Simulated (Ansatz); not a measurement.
**CH6AlNOSSi: up Jacob's ladder to CCSD(T)**

One table from this session's results is given with a row withheld; the runs are named, their logs left out.

Program: Ansatz 0.2.0, Gaussian basis. Level of theory: functionals in def2-TZVPP, the program's frozen cores in correlated methods. These are calculated values, not measurements.

The runs, in order: PBE-D4, r2SCAN-D4, PBE0-D4, B3LYP-D4, ωB97X-V, ωB97M-V, B2PLYP; CCSD(T)/def2-TZVPP; MP2/def2-QZVPP; extrapolation to the limit.

### The relaxed structure

All runs share one geometry, relaxed beforehand with PBE0-D4 in a triple-zeta def2 set.

SMILES `NC1[O][Al]([SH])[SiH2]1`, 12 atoms, charge 0, spin multiplicity 1.

Atoms are counted from 1 here; the program's logs count them from 0.

Bond lengths: N1–C2 1.424 Å, N1–H7 1.012 Å, N1–H8 1.014 Å, C2–O3 1.458 Å, C2–Si6 1.947 Å, C2–H9 1.095 Å, O3–Al4 1.720 Å, Al4–S5 2.177 Å, Al4–Si6 2.394 Å, S5–H10 1.345 Å, Si6–H11 1.488 Å, Si6–H12 1.490 Å. Angles: C2–N1–H7 112.2°, C2–N1–H8 110.9°, H7–N1–H8 107.8°, N1–C2–O3 113.8°, N1–C2–Si6 113.5°, N1–C2–H9 108.1°, O3–C2–Si6 103.8°, O3–C2–H9 106.7°, Si6–C2–H9 110.6°, C2–O3–Al4 105.5°, O3–Al4–S5 124.6°, O3–Al4–Si6 80.1°, S5–Al4–Si6 155.3°, Al4–S5–H10 91.6°, C2–Si6–Al4 70.6°, C2–Si6–H11 114.3°, C2–Si6–H12 112.7°, Al4–Si6–H11 122.5° and more.

Set-up of the first run:

in.yaml reads:

```yaml
crystal:
  periodic: [false, false, false]
  atoms:
    - {symbol: N, position_ang: [-1.572419, -0.025581, 1.469965]}
    - {symbol: C, position_ang: [-0.364631, 0.484073, 0.914469]}
    - {symbol: O, position_ang: [-0.539429, 1.137450, -0.376614]}
    - {symbol: Al, position_ang: [0.544119, 0.338379, -1.447614]}
    - {symbol: S, position_ang: [0.835704, 0.871728, -3.537931]}
    - {symbol: Si, position_ang: [0.969261, -0.889649, 0.562671]}
    - {symbol: H, position_ang: [-1.950131, -0.792041, 0.927086]}
    - {symbol: H, position_ang: [-2.280817, 0.698232, 1.519449]}
    - {symbol: H, position_ang: [0.032235, 1.241374, 1.598872]}
    - {symbol: H, position_ang: [1.734517, -0.115219, -3.703214]}
    - {symbol: H, position_ang: [2.226438, -0.735653, 1.343738]}
    - {symbol: H, position_ang: [0.442154, -2.268291, 0.763122]}
basis:
  gaussian: {orbitals: def2-TZVPP}
hamiltonian: {xc: pbe, dispersion: d4}
output: {forces: true, orbitals: {seedname: orbitals}}
```

Command:

```bash
> ansatz run in.yaml --threads 2 --pin off --events-out ev --progress --plain --max-ram 32768MiB --backend cuda --devices 0, --max-vram 18GiB
```

Among the steps run: PBE-D4 (GGA); r2SCAN-D4 (meta-GGA); PBE0-D4 (hybrid); B3LYP-D4 (hybrid); ωB97X-V (range-separated); ωB97M-V (range-separated); B2PLYP (double hybrid); CCSD(T) in def2-TZVPP; MP2 in def2-QZVPP.

One table of the session follows, with a row left open; its other results are not shown here.

```
            method  atomisation energy (kJ/mol)
            PBE-D4                       4223.6
         r2SCAN-D4                       4150.0
           PBE0-D4                            ?
          B3LYP-D4                       4119.1
           ωB97X-V                       4167.1
           ωB97M-V                       4154.4
            B2PLYP                       4069.0
     HF/def2-TZVPP                       2834.6
    MP2/def2-TZVPP                       4077.8
   CCSD/def2-TZVPP                       3923.5
CCSD(T)/def2-TZVPP                       4002.7
           MP2/CBS                       4213.3
       CCSD(T)/CBS                       4138.2
```

Estimate the missing values for PBE0-D4.

The run gave: atomisation energy (kJ/mol): 4131.1. In the column «atomisation energy (kJ/mol)» it lies between B3LYP-D4 (4119.1) and CCSD(T)/CBS (4138.2).

Caveats from the session: Free atoms (1 N, 1 C, 1 O, 1 Al, 1 S, 1 Si, 6 H) were run apart at each level; the atomisation energy is their sum less the molecule, without zero-point or spin-orbit terms.
